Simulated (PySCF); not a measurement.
# C8H14: the cost of one run

Programs: PySCF 2.14.0, with density-fitted response routines of our own. Each step states its level of theory. These are calculated values for one molecule in the gas phase, unless marked as measured. Atoms are numbered from 0 throughout.

## 1. Starting geometry

22 atoms, charge 0, multiplicity 1; geometry from: GFN2-xTB.

Bonds of the start (Å): C0–C1 1.32, C1–C2 1.50, C2–C3 1.53, C3–C4 1.53, C4–C5 1.53, C5–C6 1.53, C6–C7 1.53, C7–C2 1.53, C0–H8 1.08, C0–H9 1.08, C1–H10 1.08, C2–H11 1.10, C3–H12 1.09, C3–H13 1.09, C4–H14 1.09, C4–H15 1.09, C5–H16 1.09, C5–H17 1.09, C6–H18 1.09, C6–H19 1.09, C7–H20 1.09, C7–H21 1.09.

## 2. Geometry optimisation at PBE0-D3(BJ)/def2-SVP

What the job is given:

```
{"job": {"xc": "PBE0", "basis": "def2-SVP", "d3": "d3bj", "grid": 1, "kind": "geom"}, "charge": 0, "multiplicity": 1}
C      3.237143    -0.194928     0.211329
C      2.047544     0.153585     0.663529
C      0.752016    -0.093029    -0.046198
C      0.044763     1.235570    -0.339720
C     -1.290780     0.999373    -1.038072
C     -2.190421     0.110241    -0.185216
C     -1.498154    -1.216344     0.111571
C     -0.162868    -0.977616     0.809625
H      3.360631    -0.698550    -0.733693
H      4.140179     0.006258     0.762950
H      1.956772     0.658423     1.617313
H      0.952168    -0.604343    -0.994124
H     -0.127269     1.764337     0.601090
H      0.688061     1.860699    -0.963220
H     -1.782658     1.956708    -1.224890
H     -1.115581     0.518782    -2.003609
H     -2.413603     0.619087     0.755706
H     -3.136037    -0.069137    -0.701345
H     -2.137859    -1.836923     0.743135
H     -1.327960    -1.754889    -0.823816
H      0.332453    -1.931189     1.006697
H     -0.338952    -0.486730     1.770111
```

On the command line:

```console
$ OMP_NUM_THREADS=1 python probes_run.py task.json out
```

One launch serves the whole session: the jobs run in the order shown.

Q: Estimate the wall time and peak memory of this first job on 1 thread of AMD EPYC 9R45, shared host.

About 52 s, with a peak of 0.81 GiB.
